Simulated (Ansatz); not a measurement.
Born–Oppenheimer molecular dynamics of a periodic cell of 27 atoms, Na7Mg4Cl16 (host Na2MgCl4, host structure Pbam, one Na atom removed), cell charge -1. It goes on from the last frame of an earlier run, with new velocities.

Level of theory: Ansatz 0.2.0, DFT r2SCAN, scalar-relativistic, plane waves, PAW. Settings: accuracy low, cutoff 500 eV, k mesh 1x1x1, fermi-dirac smearing 0.05 eV, no spin polarisation.

- ensemble: NVT, Langevin thermostat
- time step: 3 fs
- steps asked: 300
- set temperature: 1950 K
- friction: 0.02 /fs
- seed: 930338

Frames 6 fs apart, positions in Å, forces in eV/Å.

Velocities at 90.0 fs (Å/ps):

```
Na 1.31 0.84 11.43
Na -3.93 -0.71 5.20
Na 7.02 -4.62 -4.39
Na 14.27 8.79 9.07
Mg -5.03 -2.46 -10.16
Mg 0.25 -4.08 4.72
Cl 0.17 -8.28 1.69
Cl -4.22 -2.36 -14.14
Cl 6.20 -4.94 8.98
Cl -6.71 -13.03 10.48
Cl 6.43 15.66 0.05
Cl -6.11 -7.85 -3.72
Cl -5.12 -3.61 3.22
Cl -11.09 -2.39 -14.17
Na 9.91 9.57 -1.54
Na 1.66 11.79 -8.57
Na 0.66 -9.82 3.30
Mg -11.95 4.01 9.57
Mg -6.21 -5.01 6.01
Cl 0.20 4.85 6.44
Cl 4.41 -5.06 -7.87
Cl -0.32 -5.51 -6.58
Cl 3.78 -6.05 -0.72
Cl 4.28 1.75 0.89
Cl 2.58 6.30 -0.92
Cl 7.78 -2.64 8.41
Cl -8.08 -2.13 1.04
```

```xyz
27
Lattice="6.9573 0.0000 0.0000 0.0000 11.9214 0.0000 0.0000 0.0000 7.6746" Properties=species:S:1:pos:R:3:forces:R:3 time_fs=90.0 energy_less_start_eV=0.672 T=1694
Na 0.057 8.078 1.446 -0.32 0.24 1.29
Na 6.380 2.934 2.110 0.68 0.31 0.35
Na 4.049 1.442 4.539 -1.54 -0.52 -1.39
Na 3.247 9.448 1.850 1.05 0.52 1.01
Mg 3.910 5.725 0.256 0.03 0.47 0.57
Mg 0.430 0.105 -1.155 -1.50 0.40 1.14
Cl 1.593 1.524 0.127 0.49 1.48 0.21
Cl 5.469 10.320 -0.473 -0.03 -0.69 -0.07
Cl 5.897 4.544 0.331 -0.37 0.67 0.35
Cl 1.943 8.517 0.078 1.22 -3.35 -1.60
Cl 1.071 10.698 1.136 0.15 0.70 1.00
Cl 5.256 0.731 1.759 -2.31 0.93 -0.11
Cl 4.821 7.105 2.041 -1.04 -0.30 -0.21
Cl 1.677 5.032 2.628 0.16 -0.03 -0.22
Na 0.043 8.242 6.207 -0.23 0.55 -1.25
Na 6.610 3.852 5.862 0.62 -0.47 -1.06
Na 3.563 9.099 6.072 0.07 1.08 -1.02
Mg 3.092 5.960 4.336 -0.37 -0.52 -1.07
Mg 0.078 0.005 2.623 1.16 -0.78 2.13
Cl 1.319 1.667 3.858 -0.58 0.25 -0.32
Cl 5.690 9.953 3.757 -0.04 0.32 -0.24
Cl 4.650 3.861 3.980 0.05 0.82 -0.12
Cl 1.735 8.071 3.698 0.47 -0.61 0.78
Cl 1.725 10.838 5.286 1.12 -0.84 -0.85
Cl 5.520 1.539 6.255 1.00 -0.07 0.79
Cl 4.699 6.959 5.750 0.72 -0.46 0.33
Cl 2.377 4.859 6.456 -0.64 -0.08 -0.40
27
Lattice="6.9573 0.0000 0.0000 0.0000 11.9214 0.0000 0.0000 0.0000 7.6746" Properties=species:S:1:pos:R:3:forces:R:3 time_fs=96.0 energy_less_start_eV=0.110 T=1879
Na 0.055 8.087 1.514 -0.64 0.15 1.31
Na 6.384 2.941 2.144 0.67 -0.01 0.34
Na 4.080 1.413 4.518 -1.47 -0.50 -1.29
Na 3.346 9.503 1.898 0.67 0.38 0.54
Mg 3.911 5.710 0.214 0.32 0.39 0.88
Mg 0.424 0.104 -1.119 -1.50 0.30 0.89
Cl 1.600 1.488 0.143 0.71 2.02 0.15
Cl 5.431 10.308 -0.548 0.27 -0.55 0.14
Cl 5.933 4.515 0.371 -0.62 0.81 -0.19
Cl 1.921 8.421 0.142 1.54 -2.57 -1.22
Cl 1.113 10.776 1.119 0.22 -0.26 0.88
Cl 5.207 0.683 1.735 -1.42 0.78 0.32
Cl 4.770 7.085 2.071 -0.84 -0.30 -0.38
Cl 1.603 5.022 2.532 0.42 0.11 0.24
Na 0.111 8.287 6.183 -0.38 0.55 -1.21
Na 6.642 3.924 5.801 0.37 -0.48 -0.73
Na 3.543 9.061 6.096 -0.15 0.93 -0.87
Mg 3.016 5.987 4.399 -0.15 -0.71 -1.50
Mg 0.069 -0.037 2.681 0.54 -0.40 1.70
Cl 1.316 1.683 3.905 -0.65 0.11 -0.44
Cl 5.713 9.922 3.708 0.03 0.27 -0.17
Cl 4.655 3.834 3.946 -0.14 0.95 0.00
Cl 1.763 8.027 3.690 0.42 -0.41 1.00
Cl 1.744 10.848 5.298 0.96 -0.89 -0.79
Cl 5.536 1.567 6.259 0.96 -0.02 0.70
Cl 4.756 6.942 5.788 0.44 -0.55 0.15
Cl 2.337 4.863 6.446 -0.57 -0.08 -0.43
27
Lattice="6.9573 0.0000 0.0000 0.0000 11.9214 0.0000 0.0000 0.0000 7.6746" Properties=species:S:1:pos:R:3:forces:R:3 time_fs=102.0 energy_less_start_eV=-0.332 T=1866
Na 0.050 8.103 1.588 -0.71 0.08 1.15
Na 6.389 2.938 2.173 0.71 -0.28 0.31
Na 4.102 1.403 4.512 -1.30 -0.43 -1.08
Na 3.416 9.569 1.952 0.44 0.25 0.22
Mg 3.909 5.706 0.214 0.35 0.17 0.85
Mg 0.423 0.111 -1.060 -1.26 -0.09 0.38
Cl 1.603 1.487 0.160 0.93 2.42 0.16
Cl 5.379 10.295 -0.606 0.56 -0.37 0.27
Cl 5.961 4.475 0.402 -0.92 1.00 -0.68
Cl 1.921 8.319 0.184 1.39 -2.07 -0.98
Cl 1.163 10.819 1.093 0.08 -0.83 0.95
Cl 5.131 0.659 1.717 -0.36 0.38 0.92
Cl 4.716 7.057 2.097 -0.63 -0.22 -0.42
Cl 1.537 4.998 2.434 0.64 0.28 0.56
Na 0.136 8.345 6.135 -0.30 0.55 -0.97
Na 6.673 3.983 5.743 0.17 -0.50 -0.47
Na 3.513 9.031 6.119 -0.23 0.70 -0.81
Mg 2.954 6.008 4.448 0.21 -0.76 -1.79
Mg 0.084 -0.105 2.745 -0.16 0.07 1.00
Cl 1.319 1.693 3.933 -0.70 -0.03 -0.50
Cl 5.750 9.885 3.643 0.08 0.18 -0.05
Cl 4.689 3.813 3.908 -0.32 0.99 0.16
Cl 1.802 8.002 3.710 0.29 -0.29 1.01
Cl 1.769 10.837 5.287 0.49 -0.56 -0.48
Cl 5.564 1.581 6.292 0.74 0.03 0.38
Cl 4.821 6.929 5.815 0.13 -0.59 0.05
Cl 2.299 4.872 6.402 -0.35 -0.07 -0.14
27
Lattice="6.9573 0.0000 0.0000 0.0000 11.9214 0.0000 0.0000 0.0000 7.6746" Properties=species:S:1:pos:R:3:forces:R:3 time_fs=108.0 energy_less_start_eV=-0.530 T=1634
Na 0.049 8.142 1.677 -0.62 -0.03 0.84
Na 6.424 2.925 2.176 0.70 -0.48 0.35
Na 4.113 1.374 4.497 -1.02 -0.29 -0.76
Na 3.465 9.614 1.998 0.29 0.17 0.00
Mg 3.914 5.696 0.265 0.17 -0.13 0.54
Mg 0.391 0.114 -0.955 -0.85 -0.61 -0.30
Cl 1.599 1.504 0.187 1.13 2.72 0.16
Cl 5.330 10.283 -0.661 0.78 -0.19 0.38
Cl 5.985 4.433 0.418 -1.21 1.18 -0.98
Cl 1.915 8.249 0.197 1.10 -1.76 -0.73
Cl 1.208 10.856 1.066 -0.08 -1.24 1.24
Cl 5.046 0.643 1.718 0.27 0.09 1.24
Cl 4.670 7.036 2.123 -0.41 -0.11 -0.34
Cl 1.490 4.987 2.342 0.85 0.41 0.72
Na 0.154 8.393 6.069 -0.25 0.51 -0.72
Na 6.687 4.031 5.692 0.06 -0.49 -0.29
Na 3.473 9.007 6.122 -0.12 0.38 -0.74
Mg 2.926 6.034 4.473 0.58 -0.92 -1.86
Mg 0.102 -0.179 2.811 -0.36 0.51 0.51
Cl 1.311 1.715 3.943 -0.68 -0.29 -0.49
Cl 5.774 9.850 3.585 0.08 0.05 0.12
Cl 4.721 3.803 3.885 -0.42 0.90 0.21
Cl 1.835 7.978 3.744 0.13 -0.10 0.85
Cl 1.791 10.779 5.274 -0.16 0.15 -0.12
Cl 5.608 1.593 6.332 0.27 0.10 -0.09
Cl 4.890 6.895 5.846 -0.15 -0.47 0.02
Cl 2.269 4.875 6.347 -0.11 -0.05 0.25
27
Lattice="6.9573 0.0000 0.0000 0.0000 11.9214 0.0000 0.0000 0.0000 7.6746" Properties=species:S:1:pos:R:3:forces:R:3 time_fs=114.0 energy_less_start_eV=-0.593 T=1594
Na 0.042 8.166 1.760 -0.33 -0.18 0.36
Na 6.446 2.911 2.171 0.71 -0.56 0.30
Na 4.101 1.350 4.487 -0.76 -0.11 -0.47
Na 3.501 9.659 2.021 0.21 0.10 -0.14
Mg 3.922 5.683 0.333 -0.08 -0.37 0.10
Mg 0.361 0.107 -0.831 -0.59 -0.59 -0.65
Cl 1.592 1.552 0.243 1.02 2.62 0.04
Cl 5.295 10.239 -0.709 0.95 0.09 0.55
Cl 5.998 4.406 0.406 -1.43 1.24 -1.04
Cl 1.920 8.189 0.180 0.70 -1.50 -0.50
Cl 1.272 10.877 1.045 -0.28 -1.44 1.66
Cl 4.971 0.626 1.745 0.55 -0.13 1.28
Cl 4.633 7.023 2.142 -0.23 0.04 -0.14
Cl 1.451 4.984 2.242 1.10 0.49 0.86
Na 0.154 8.457 5.975 -0.15 0.36 -0.44
Na 6.726 4.045 5.650 0.01 -0.46 -0.15
Na 3.439 8.994 6.085 0.01 0.01 -0.61
Mg 2.928 6.057 4.458 0.78 -1.19 -1.54
Mg 0.104 -0.256 2.877 -0.03 0.99 0.07
Cl 1.289 1.726 3.964 -0.62 -0.48 -0.49
Cl 5.821 9.825 3.563 -0.14 -0.20 0.26
Cl 4.788 3.807 3.892 -0.60 0.78 0.16
Cl 1.844 7.962 3.750 0.06 0.02 0.69
Cl 1.815 10.720 5.263 -0.56 0.73 0.01
Cl 5.657 1.615 6.368 -0.13 -0.02 -0.42
Cl 4.955 6.866 5.833 -0.41 -0.38 0.05
Cl 2.221 4.886 6.319 0.26 0.13 0.22
27
Lattice="6.9573 0.0000 0.0000 0.0000 11.9214 0.0000 0.0000 0.0000 7.6746" Properties=species:S:1:pos:R:3:forces:R:3 time_fs=120.0 energy_less_start_eV=-0.515 T=1687
Na 0.060 8.182 1.835 -0.18 -0.39 -0.06
Na 6.470 2.881 2.169 0.63 -0.41 0.14
Na 4.086 1.330 4.472 -0.58 0.04 -0.24
Na 3.527 9.679 2.024 0.21 0.04 -0.19
Mg 3.978 5.662 0.418 -0.53 -0.59 -0.46
Mg 0.346 0.109 -0.733 -0.39 -0.31 -0.70
Cl 1.602 1.624 0.286 0.73 1.98 -0.03
Cl 5.258 10.189 -0.749 1.12 0.40 0.71
Cl 6.001 4.394 0.375 -1.44 1.08 -0.80
Cl 1.935 8.107 0.164 0.40 -1.16 -0.41
Cl 1.351 10.866 1.051 -0.47 -1.19 1.60
Cl 4.904 0.586 1.787 0.71 -0.20 1.16
Cl 4.597 7.018 2.160 0.01 0.29 0.19
Cl 1.424 4.995 2.151 1.25 0.51 0.98
Na 0.143 8.543 5.885 -0.07 0.13 -0.17
Na 6.784 4.062 5.623 -0.15 -0.48 -0.16
Na 3.407 8.973 6.046 0.07 -0.30 -0.48
Mg 2.934 6.080 4.443 0.89 -1.46 -1.17
Mg 0.091 -0.322 2.910 0.45 1.59 -0.16
Cl 1.254 1.741 3.972 -0.57 -0.65 -0.47
Cl 5.862 9.811 3.542 -0.52 -0.61 0.47
Cl 4.832 3.812 3.907 -0.67 0.64 0.05
Cl 1.826 7.949 3.766 0.07 0.09 0.54
Cl 1.835 10.679 5.226 -0.75 1.15 0.09
Cl 5.690 1.643 6.412 -0.35 -0.25 -0.61
Cl 5.015 6.839 5.790 -0.57 -0.26 0.08
Cl 2.158 4.910 6.298 0.70 0.31 0.11
27
Lattice="6.9573 0.0000 0.0000 0.0000 11.9214 0.0000 0.0000 0.0000 7.6746" Properties=species:S:1:pos:R:3:forces:R:3 time_fs=126.0 energy_less_start_eV=-0.421 T=1717
Na 0.067 8.181 1.906 -0.01 -0.60 -0.45
Na 6.523 2.842 2.164 0.43 -0.11 -0.10
Na 4.043 1.337 4.436 -0.41 0.13 0.00
Na 3.558 9.679 2.025 0.22 -0.04 -0.21
Mg 4.042 5.611 0.507 -1.22 -0.59 -0.93
Mg 0.369 0.082 -0.644 -0.42 0.36 -0.76
Cl 1.639 1.705 0.320 0.36 1.05 -0.09
Cl 5.242 10.155 -0.794 1.12 0.56 0.81
Cl 5.976 4.410 0.343 -0.99 0.61 -0.40
Cl 1.957 8.001 0.168 0.22 -0.69 -0.40
Cl 1.394 10.821 1.087 -0.52 -0.82 1.29
Cl 4.841 0.524 1.833 0.83 -0.13 0.98
Cl 4.568 7.000 2.179 0.18 0.60 0.61
Cl 1.409 5.000 2.087 1.33 0.51 1.10
Na 0.147 8.632 5.794 -0.13 -0.17 0.11
Na 6.820 4.112 5.617 -0.30 -0.51 -0.23
Na 3.359 8.969 6.003 0.27 -0.65 -0.23
Mg 2.973 6.070 4.397 0.78 -1.46 -0.81
Mg 0.082 -0.361 2.924 0.79 2.17 -0.20
Cl 1.212 1.782 3.964 -0.45 -0.87 -0.39
Cl 5.902 9.803 3.518 -0.97 -1.03 0.69
Cl 4.865 3.819 3.924 -0.71 0.54 -0.13
Cl 1.802 7.959 3.793 0.32 -0.23 0.42
Cl 1.836 10.648 5.194 -0.85 1.65 0.13
Cl 5.722 1.676 6.451 -0.29 -0.65 -0.66
Cl 5.076 6.807 5.743 -0.64 -0.06 0.04
Cl 2.127 4.927 6.297 1.05 0.44 -0.18
27
Lattice="6.9573 0.0000 0.0000 0.0000 11.9214 0.0000 0.0000 0.0000 7.6746" Properties=species:S:1:pos:R:3:forces:R:3 time_fs=132.0 energy_less_start_eV=-0.087 T=1614
Na 0.033 8.164 1.971 0.29 -0.82 -0.78
Na 6.591 2.789 2.151 0.20 0.19 -0.32
Na 3.990 1.341 4.389 -0.29 0.20 0.19
Na 3.582 9.642 2.042 0.16 -0.06 -0.22
Mg 4.084 5.571 0.575 -1.95 -0.49 -1.19
Mg 0.384 0.027 -0.549 -0.65 1.11 -1.12
Cl 1.667 1.756 0.355 0.08 0.42 -0.13
Cl 5.252 10.152 -0.835 0.90 0.52 0.84
Cl 5.950 4.424 0.342 -0.43 0.14 -0.33
Cl 1.991 7.894 0.179 0.04 -0.20 -0.28
Cl 1.413 10.783 1.110 -0.36 -0.83 1.29
Cl 4.794 0.455 1.891 0.89 -0.01 0.78
Cl 4.551 7.004 2.176 0.27 0.78 0.95
Cl 1.406 4.992 2.022 1.44 0.51 1.27
Na 0.147 8.735 5.724 -0.22 -0.54 0.29
Na 6.840 4.191 5.604 -0.35 -0.52 -0.14
Na 3.295 8.966 5.971 0.73 -0.93 0.10
Mg 3.024 6.028 4.347 0.61 -1.16 -0.62
Mg 0.083 -0.353 2.924 0.75 2.16 -0.03
Cl 1.169 1.835 3.975 -0.28 -1.08 -0.28
Cl 5.936 9.790 3.504 -1.10 -0.91 0.77
Cl 4.904 3.819 3.942 -0.79 0.46 -0.33
Cl 1.796 7.981 3.820 0.58 -0.70 0.26
Cl 1.844 10.632 5.188 -0.95 2.23 0.08
Cl 5.727 1.685 6.489 -0.11 -0.90 -0.61
Cl 5.113 6.786 5.686 -0.58 0.12 0.01
Cl 2.133 4.973 6.304 1.12 0.32 -0.41
```

Of the whole run (900 fs, mean temperature of the second half 1897 K): A run of 0.9 ps of so small a system gives no equilibrium averages. Limits of this set-up: coarse k mesh, low accuracy level, charged cell in a uniform background, uncorrected.

Time of the run: 34 min on 4 threads of Intel(R) Xeon(R) Platinum 8259CL CPU @ 2.50GHz (Skylake/Cascade Lake), on a shared host, peak memory 1.2 GiB.
